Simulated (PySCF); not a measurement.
# Si5H12O: electronic excitations at several levels of theory, part 2 of 2

PySCF 2.14.0. Atoms count from 0.

## 6. Ultraviolet spectrum: B3LYP/def2-SVPD

What the job is given:

```
{"job": {"kind": "uv", "xc": "B3LYP", "basis": "def2-SVPD", "ip": true}, "charge": 0, "multiplicity": 1}
Si    -1.293761     2.083839     0.083232
O     -0.706808     0.831627     1.004444
Si    -0.397613    -0.806127     0.840166
Si    -2.265032    -1.899534    -0.075975
Si     1.492533    -1.016338    -0.543423
Si     2.870866     0.812303    -0.035907
H     -2.768271     1.931184    -0.107018
H     -1.005508     3.362064     0.789076
H     -0.638310     2.086394    -1.261287
H     -0.079194    -1.346742     2.196448
H     -2.573881    -1.292200    -1.408854
H     -1.949816    -3.349139    -0.269953
H     -3.471966    -1.771835     0.798266
H      2.198624    -2.311426    -0.286008
H      1.096984    -0.968015    -1.987766
H      4.153868     0.770620    -0.802915
H      3.178001     0.809717     1.427097
H      2.151425     2.079510    -0.371757
```

With the program's defaults for keys left out, this is: TDDFT B3LYP/def2-SVPD, vertical, gas phase, core orbitals frozen in the response.

Output:

```text
coarse grid: 16648 points
cycle   1  E = -1529.2500215921  dE = -1.333e-01  |g| = 7.739e-01  |ddm| = 4.953e+00
cycle   2  E = -1528.8374449737  dE =  4.126e-01  |g| = 1.607e+00  |ddm| = 2.678e+00
cycle   3  E = -1529.3622769319  dE = -5.248e-01  |g| = 8.702e-02  |ddm| = 1.951e+00
cycle   4  E = -1529.3641002097  dE = -1.823e-03  |g| = 4.003e-02  |ddm| = 2.953e-01
cycle   5  E = -1529.3647508935  dE = -6.507e-04  |g| = 6.618e-03  |ddm| = 1.034e-01
cycle   6  E = -1529.3647670350  dE = -1.614e-05  |g| = 1.524e-03  |ddm| = 1.638e-02
cycle   7  E = -1529.3647678543  dE = -8.194e-07  |g| = 2.881e-04  |ddm| = 3.548e-03
final grid: 135304 points
cycle   8  E = -1529.5640458998  dE = -1.224e-05  |g| = 1.543e-03  |ddm| = 6.504e-02
cycle   9  E = -1529.5640452309  dE =  6.690e-07  |g| = 2.504e-03  |ddm| = 6.051e-03
cycle  10  E = -1529.5640465052  dE = -1.274e-06  |g| = 3.021e-04  |ddm| = 2.999e-03
cycle  11  E = -1529.5640465288  dE = -2.359e-08  |g| = 8.680e-05  |ddm| = 7.329e-04
cycle  12  E = -1529.5640465315  dE = -2.706e-09  |g| = 1.809e-05  |ddm| = 2.121e-04
cycle  13  E = -1529.5640465317  dE = -1.287e-10  |g| = 4.389e-06  |ddm| = 4.900e-05
converged SCF energy = -1529.5640465317

Static polarisability (au): isotropic 152.692, principal 125.619 144.928 187.529

Singlet excitations
state   eV       nm        f      main configurations
  1   5.1910    238.8   0.04486   H->L 0.96
  2   6.0184    206.0   0.18689   H->L+1 0.83
  3   6.1186    202.6   0.00529   H-1->L 0.97
  4   6.2780    197.5   0.07930   H->L+3 0.46, H->L+2 0.41
  5   6.3265    196.0   0.01560   H->L+3 0.43, H->L+2 0.31, H-2->L 0.24
  6   6.4812    191.3   0.20845   H-2->L 0.66, H->L+2 0.16
  7   6.5854    188.3   0.00467   H->L+4 0.90
  8   6.7032    185.0   0.09010   H->L+5 0.91
  9   6.7853    182.7   0.00785   H->L+6 0.83
 10   6.9667    178.0   0.02468   H-1->L+1 0.62, H->L+7 0.22

Triplet excitations (Tamm-Dancoff, eV): 4.7116 5.3966 5.6496 5.8047
Vertical ionisation energy (delta-SCF) = 8.9296 eV
```

It took 5.4 min on 1 thread, shared host.

In short: HOMO -7.21 eV, LUMO -1.11 eV; lowest singlet 5.19 eV.

## 7. Ultraviolet spectrum: PBE0/def2-SVPD

Settings changed since step 6:

```diff
@@ -1,2 +1,2 @@
-{"job": {"kind": "uv", "xc": "B3LYP", "basis": "def2-SVPD", "ip": true}, "charge": 0, "multiplicity": 1}
+{"job": {"kind": "uv", "xc": "PBE0", "basis": "def2-SVPD", "ip": true}, "charge": 0, "multiplicity": 1}
 Si    -1.293761     2.083839     0.083232
```

Method: TDDFT PBE0/def2-SVPD, vertical, gas phase, core orbitals frozen in the response.

Output:

```text
coarse grid: 16648 points
cycle   1  E = -1528.4682220392  dE = -1.580e-01  |g| = 6.964e-01  |ddm| = 4.855e+00
cycle   2  E = -1528.2003700091  dE =  2.679e-01  |g| = 1.334e+00  |ddm| = 2.361e+00
cycle   3  E = -1528.5611139018  dE = -3.607e-01  |g| = 6.524e-02  |ddm| = 1.644e+00
cycle   4  E = -1528.5621319605  dE = -1.018e-03  |g| = 2.771e-02  |ddm| = 2.225e-01
cycle   5  E = -1528.5624392650  dE = -3.073e-04  |g| = 4.405e-03  |ddm| = 7.248e-02
cycle   6  E = -1528.5624465769  dE = -7.312e-06  |g| = 1.011e-03  |ddm| = 1.158e-02
final grid: 135304 points
cycle   7  E = -1528.7557206024  dE = -1.082e-05  |g| = 5.643e-03  |ddm| = 6.440e-02
cycle   8  E = -1528.7557084806  dE =  1.212e-05  |g| = 9.727e-03  |ddm| = 1.660e-02
cycle   9  E = -1528.7557265861  dE = -1.811e-05  |g| = 3.369e-04  |ddm| = 1.093e-02
cycle  10  E = -1528.7557266260  dE = -3.989e-08  |g| = 7.783e-05  |ddm| = 8.724e-04
cycle  11  E = -1528.7557266285  dE = -2.532e-09  |g| = 2.109e-05  |ddm| = 2.444e-04
cycle  12  E = -1528.7557266287  dE = -1.805e-10  |g| = 4.274e-06  |ddm| = 5.579e-05
converged SCF energy = -1528.7557266287

Static polarisability (au): isotropic 152.270, principal 125.119 144.630 187.059

Singlet excitations
state   eV       nm        f      main configurations
  1   5.2365    236.8   0.04818   H->L 0.96
  2   6.0907    203.6   0.18906   H->L+1 0.82
  3   6.1596    201.3   0.00720   H-1->L 0.96
  4   6.3744    194.5   0.10112   H->L+2 0.65, H->L+3 0.20
  5   6.4394    192.5   0.00709   H->L+3 0.56, H-2->L 0.32, H->L+2 0.09
  6   6.5748    188.6   0.19335   H-2->L 0.57, H->L+3 0.21, H->L+2 0.13
  7   6.7613    183.4   0.00658   H->L+4 0.86
  8   6.8710    180.4   0.07515   H->L+5 0.87
  9   6.9281    179.0   0.01123   H->L+6 0.71
 10   7.0805    175.1   0.02696   H-1->L+1 0.61, H->L+6 0.13, H->L+7 0.08

Triplet excitations (Tamm-Dancoff, eV): 4.6640 5.3620 5.5955 5.8110
Vertical ionisation energy (delta-SCF) = 8.9572 eV
```

Wall time 5.1 min (1 thread, shared host).

Key values: HOMO -7.41 eV, LUMO -1.00 eV; lowest singlet 5.24 eV.

## 8. TDDFT and polarisability: BHandHLYP/def2-SVPD

Settings changed since step 7:

```diff
@@ -1,2 +1,2 @@
-{"job": {"kind": "uv", "xc": "PBE0", "basis": "def2-SVPD", "ip": true}, "charge": 0, "multiplicity": 1}
+{"job": {"kind": "uv", "xc": "BHandHLYP", "basis": "def2-SVPD", "ip": true}, "charge": 0, "multiplicity": 1}
 Si    -1.293761     2.083839     0.083232
```

Level: TDDFT BHandHLYP/def2-SVPD, vertical, gas phase, core orbitals frozen in the response.

Output:

```text
coarse grid: 16648 points
cycle   1  E = -1529.1898900241  dE = -2.273e-01  |g| = 6.712e-01  |ddm| = 4.691e+00
cycle   2  E = -1529.1270643513  dE =  6.283e-02  |g| = 9.036e-01  |ddm| = 1.952e+00
cycle   3  E = -1529.2865996757  dE = -1.595e-01  |g| = 5.596e-02  |ddm| = 1.064e+00
cycle   4  E = -1529.2874569341  dE = -8.573e-04  |g| = 1.696e-02  |ddm| = 1.744e-01
cycle   5  E = -1529.2875649882  dE = -1.081e-04  |g| = 2.713e-03  |ddm| = 4.744e-02
cycle   6  E = -1529.2875679510  dE = -2.963e-06  |g| = 5.769e-04  |ddm| = 7.717e-03
final grid: 135304 points
cycle   7  E = -1529.4152975043  dE = -5.108e-06  |g| = 5.719e-04  |ddm| = 3.627e-02
cycle   8  E = -1529.4152976245  dE = -1.203e-07  |g| = 3.748e-04  |ddm| = 3.752e-03
cycle   9  E = -1529.4152976576  dE = -3.302e-08  |g| = 1.405e-04  |ddm| = 7.090e-04
cycle  10  E = -1529.4152976616  dE = -4.013e-09  |g| = 4.910e-05  |ddm| = 2.817e-04
cycle  11  E = -1529.4152976622  dE = -6.630e-10  |g| = 6.295e-06  |ddm| = 1.028e-04
converged SCF energy = -1529.4152976622

Static polarisability (au): isotropic 146.077, principal 121.762 138.871 177.599

Singlet excitations
state   eV       nm        f      main configurations
  1   5.6732    218.5   0.07000   H->L 0.91
  2   6.4683    191.7   0.24458   H->L+1 0.69, H->L+3 0.10
  3   6.8051    182.2   0.04904   H-1->L 0.76
  4   6.8557    180.8   0.11740   H->L+2 0.42, H->L+3 0.17, H-1->L 0.12
  5   6.9769    177.7   0.06218   H->L+3 0.53, H->L+2 0.32, H->L+1 0.08
  6   7.2337    171.4   0.03368   H-2->L 0.28, H->L+4 0.24, H->L+6 0.12
  7   7.2844    170.2   0.11359   H-2->L 0.44, H->L+4 0.16, H->L+6 0.12
  8   7.4169    167.2   0.03939   H->L+5 0.48, H->L+4 0.11
  9   7.4871    165.6   0.10801   H->L+6 0.29, H->L+5 0.17, H->L+7 0.16
 10   7.6931    161.2   0.18312   H->L+8 0.56

Triplet excitations (Tamm-Dancoff, eV): 5.0552 5.7224 6.0505 6.2605
Vertical ionisation energy (delta-SCF) = 9.0965 eV
```

It took 98 s on 1 thread, shared host.

In short: HOMO -8.35 eV, LUMO -0.05 eV; lowest singlet 5.67 eV.

## 9. Comparing the runs: electronic excitations

Excitations and ground-state properties, with basis size and wall time:

| run | lowest singlet (eV) | brightest (eV) | f | gap (eV) | α (Å³) | μ (D) | functions | time |
| --- | --- | --- | --- | --- | --- | --- | --- | --- |
| HF/def2-SVPD | 6.27 | 8.36 | 0.600 | 11.87 | 20.51 | 0.43 | 239 | 40 s |
| LDA/def2-SVPD | 4.62 | 5.80 | 0.210 | 4.43 | 24.23 | 0.34 | 239 | 3.2 min |
| PBE/def2-SVPD | 4.74 | 5.90 | 0.206 | 4.55 | 23.55 | 0.30 | 239 | 4.8 min |
| B3LYP/def2-SVPD | 5.19 | 6.48 | 0.208 | 6.10 | 22.63 | 0.36 | 239 | 5.4 min |
| PBE0/def2-SVPD | 5.24 | 6.57 | 0.193 | 6.41 | 22.56 | 0.36 | 239 | 5.1 min |
| BHandHLYP/def2-SVPD | 5.67 | 6.47 | 0.245 | 8.29 | 21.65 | 0.41 | 239 | 98 s |

## 10. Summary of results

The summary covers parts 1 to 2.

| quantity | value |
| --- | --- |
| point group | C1 |
| rotational constants (main isotopes) | 1.33, 0.78, 0.55 GHz |
| lowest singlet (HF/def2-SVPD) | 6.27 eV (198 nm), f = 0.114 |
| brightest single state of those computed | state 9, 8.36 eV, f = 0.600 |
| lowest triplet | 5.33 eV |
| vertical ionisation energy (ΔSCF) | 8.65 eV |
| range of the lowest singlet | 4.62 to 6.27 eV |

In words: Single values in the summary come from the first run of each kind that ended normally (HF/def2-SVPD), which need not be the best level. The optimisation took 12 steps and gained 0.449 eV; among the close pairs (by a distance rule), Si0–O1 changed most, from 1.609 to 1.662 Å. No frequency check was run at this level, so the end point may be a saddle. The first singlet state (HOMO→LUMO 0.64) lies at 6.27 eV and is bright; of the 10 states computed, the strongest absorption comes from state 9 at 8.36 eV. The lowest triplet lies 0.94 eV below the lowest singlet (triplets in Tamm-Dancoff, singlets in full TDDFT). At HF/def2-SVPD, the highest states lie near or above the ionisation energy, where they hang on the basis. ΔSCF puts the ionisation energy at 8.65 eV, 1.16 eV below −ε(HOMO). The lowest singlet runs from 4.62 eV (LDA/def2-SVPD) to 6.27 eV (HF/def2-SVPD), while the orbital gap spans 4.43 to 11.87 eV: the excitation energy moves far less from run to run than the orbital gap does. The lowest state need not be the same one in every run. The runs solved for a few states only, so the brightest column depends on that window.
